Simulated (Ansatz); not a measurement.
# F− with Cl₂: structure and interaction energy

An exercise on one series of results from a longer session: the logs are not shown, and one member is left open.

Computed with Ansatz 0.2.0, Gaussian basis. Level: PBE0-D4 structure, single points in def2-TZVPPD.

Levels: PBE-D4, revPBE-D4, BLYP-D4, r2SCAN-D4, B97M-V, PBE0-D4, B3LYP-D4, HSE06-D4, wB97X-V, wB97M-V, B2PLYP, Hartree-Fock, MP2, CCSD, CCSD(T). The reference is CCSD(T) extrapolated to the basis limit.

Correlated methods freeze the cores. B3LYP uses VWN-RPA correlation. B2PLYP carries no dispersion term here.

163 further runs of the same task are left out: 163 set aside as unsound or not needed.

## Where the work starts

The pair, from a GFN2-xTB docking trial: 3 atoms, charge -1, spin multiplicity 1.

Atoms are counted from 1 here; the program's logs count them from 0.

Bond lengths: Cl2–Cl3 2.247 Å.

As a file:

```csv
atom,x (Å),y (Å),z (Å)
F1,-0.5424,0.4064,-1.9316
Cl2,-0.0264,0.0198,-0.0944
Cl3,0.5688,-0.4262,2.0259
```

Atoms 1 to 1 are fragment A (F−), the rest fragment B (Cl₂).

Set-up of the first run:

The input, pre/in.yaml:

```yaml
crystal:
  periodic: [false, false, false]
  atoms:
    - {symbol: F, position_ang: [-0.542400, 0.406400, -1.931600]}
    - {symbol: Cl, position_ang: [-0.026400, 0.019800, -0.094400]}
    - {symbol: Cl, position_ang: [0.568800, -0.426200, 2.025900]}
basis:
  gaussian: {orbitals: def2-SVPD}
total_charge: -1
hamiltonian: {xc: pbe, dispersion: d4}
relax: {f_tol: 0.03, max_steps: 250}
```

Launch:

```console
$ ansatz run in.yaml --threads 2 --pin off --events-out ev --progress --plain --max-ram 5222MiB
```

Among the steps run: A first relaxation in a small basis; Relaxation at PBE0-D4; wB97X-V/def2-TZVPPD; wB97M-V/def2-TZVPPD; B2PLYP/def2-TZVPPD; B97M-V/def2-TZVPPD; CCSD(T)/def2-TZVPPD; MP2/def2-QZVPPD; Vibrations of the pair.

One table of the session follows, with a row left open; its other results are not shown here.

```
      method  interaction (meV)
      PBE-D4              -2547
   revPBE-D4              -2407
     BLYP-D4              -2292
   r2SCAN-D4              -2673
      B97M-V              -2560
     PBE0-D4              -2534
    B3LYP-D4              -2337
    HSE06-D4              -2545
     wB97X-V              -2325
     wB97M-V              -2298
      B2PLYP              -2272
Hartree-Fock                  ?
         MP2              -2167
        CCSD              -1962
     CCSD(T)              -2020
 CCSD(T)/CBS              -2184
```

Q: Estimate the row for Hartree-Fock from the others.

The run gave: interaction (meV): -1989. In the column «interaction (meV)» it lies between CCSD(T) (-2020) and CCSD (-1962).

Among the levels timed on like hardware and quicker than the yardstick, those that no quicker one beats, quickest first: PBE-D4 (2.2 s, -363 meV); revPBE-D4 (2.4 s, -223 meV); BLYP-D4 (2.8 s, -108 meV); B2PLYP (6.1 s, -88 meV).

B2PLYP reaches 88 meV from the reference in 6.1 s, where CCSD(T)/CBS took 21 s; the quickest level in the cost chart, PBE-D4, takes 2.2 s and misses by 363 meV.

To keep in mind: A lower arrangement may exist.
